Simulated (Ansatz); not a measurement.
# C4H12OSi: the cost of one run

All numbers below are computed with Ansatz 0.2.0 (RKS PBE0-D4/STO-3G).

## (1) The starting structure

Bond lengths (14 of 17 bonds, heavy atoms first): C1–O2 1.388 Å, O2–C3 1.399 Å, C3–C4 1.634 Å, C4–C5 1.535 Å, C4–Si6 1.860 Å, C1–H7 1.051 Å, C1–H8 1.137 Å, C1–H9 1.089 Å, C3–H10 1.122 Å, C3–H11 1.108 Å, C4–H12 1.084 Å, C5–H13 1.146 Å, C5–H14 1.067 Å, C5–H15 1.081 Å. Angles (14 of 31 angles, heavy atoms first): C1–O2–C3 110.3°, O2–C3–C4 111.5°, C3–C4–C5 107.1°, C3–C4–Si6 111.4°, C5–C4–Si6 113.9°, O2–C1–H7 114.2°, O2–C1–H8 107.7°, O2–C1–H9 109.4°, O2–C3–H10 111.8°, O2–C3–H11 111.3°, C4–C3–H10 108.2°, C4–C3–H11 108.1°, C3–C4–H12 105.4°, C5–C4–H12 110.4°.

The coordinates stand in the first input below.

## (2) Relaxing the start

input.yaml reads:

```yaml
crystal:
  periodic: [false, false, false]
  atoms:
    - { symbol: C, position_ang: [-2.598, -0.5458, 0.2172] }
    - { symbol: O, position_ang: [-1.3407, -0.2146, -0.2674] }
    - { symbol: C, position_ang: [-0.4601, 0.0279, 0.7926] }
    - { symbol: C, position_ang: [1.0455, 0.3671, 0.255] }
    - { symbol: C, position_ang: [0.9202, 1.5337, -0.7343] }
    - { symbol: Si, position_ang: [1.8667, -1.1409, -0.4591] }
    - { symbol: H, position_ang: [-2.6132, -1.402, 0.8268] }
    - { symbol: H, position_ang: [-3.0045, 0.3611, 0.7698] }
    - { symbol: H, position_ang: [-3.2895, -0.656, -0.6167] }
    - { symbol: H, position_ang: [-0.3949, -0.8487, 1.4895] }
    - { symbol: H, position_ang: [-0.8031, 0.8789, 1.4143] }
    - { symbol: H, position_ang: [1.6018, 0.6742, 1.1333] }
    - { symbol: H, position_ang: [0.3779, 2.4289, -0.2666] }
    - { symbol: H, position_ang: [1.9006, 1.8677, -0.9926] }
    - { symbol: H, position_ang: [0.369, 1.2789, -1.6292] }
    - { symbol: H, position_ang: [1.2192, -1.6161, -1.6773] }
    - { symbol: H, position_ang: [3.2823, -0.7599, -0.7773] }
    - { symbol: H, position_ang: [1.8833, -2.2231, 0.5737] }
basis:
  gaussian: { orbitals: STO-3G }
hamiltonian:
  xc: pbe0
  dispersion: d4
relax:
  f_tol: 0.02
  max_steps: 40
```

Run with:

```sh
ansatz run input.yaml --threads 1 --pin off --max-ram 2048MiB --backend cpu --events-out ev --progress --plain --runs-dir out
```

**Question.** How long does this run take on 1 thread of Arm Neoverse V1, shared host, and how much memory does it need?

About 53 s, with a peak of 0.14 GiB.
